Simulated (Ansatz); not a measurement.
Consider the interaction energy of a dimer with the counterpoise correction of BrHSi, SMILES [SiH]Br (the Python package of Ansatz (0.2.0)).

Script `dimer_brhsi.py`:
```python
import ansatz as az

BASIS_SET = "def2-SVPD"
METHOD = "MP2"

FIRST = [
    ("Si", (-0.5005, 0.4135, -0.2374)),
    ("Br", (1.3847, 0.5447, 0.8198)),
    ("H", (-0.8843, -0.9583, -0.5825)),
]
SECOND = [
    ("Si", (0.1348, -1.8066, -3.7637)),
    ("Br", (-2.0054, -2.0494, -3.9863)),
    ("H", (0.7768, -1.1794, -4.9224)),
]

def energy(atoms, ghosts=()):
    molecule = az.Crystal.molecule()
    for symbol, xyz in atoms:
        molecule = molecule.atom(symbol, xyz)
    calc = (
        molecule.calculation()
        .basis(gaussian=BASIS_SET)
        .correlation(METHOD)
    )
    deck = calc.input()
    if ghosts:
        deck = deck.set(az.key.basis.gaussian.ghost_atoms, [{"symbol": s, "position_ang": list(xyz)} for s, xyz in ghosts])
    return az.Session.from_dict(deck).plan().execute().report["free_energy_ev"]

both = energy(FIRST + SECOND)
alone = energy(FIRST) + energy(SECOND)
ghosted = energy(FIRST, SECOND) + energy(SECOND, FIRST)
print(f"dimer {both:.6f} eV")
print(f"interaction, uncorrected   {96.485332 * (both - alone):8.3f} kJ/mol")
print(f"interaction, counterpoise  {96.485332 * (both - ghosted):8.3f} kJ/mol")
print(f"basis-set superposition    {96.485332 * (alone - ghosted):8.3f} kJ/mol")
```

How large is the interaction at this pose, and how much of it is basis-set superposition?

Uncorrected it is -7.897 kJ/mol, with the counterpoise correction -3.581 kJ/mol; the difference, 4.32 kJ/mol, is the superposition error.

The output:

Running `python dimer_brhsi.py` prints:
```text
dimer -155748.641971 eV
interaction, uncorrected     -7.897 kJ/mol
interaction, counterpoise    -3.581 kJ/mol
basis-set superposition       4.316 kJ/mol
```

Caveats:
- Total energies depend on the basis set; only differences at equal settings carry meaning.
- The dimer is a generated trial pose of unrelaxed monomers, not a minimum, so the figure is no binding energy, and the basis set is small.
- Timing: 20 s on 1 thread of Arm Neoverse V2, on a shared host, peak memory 0.5 GiB.

(Lines on the test bed's own set-up are left out of the output.)
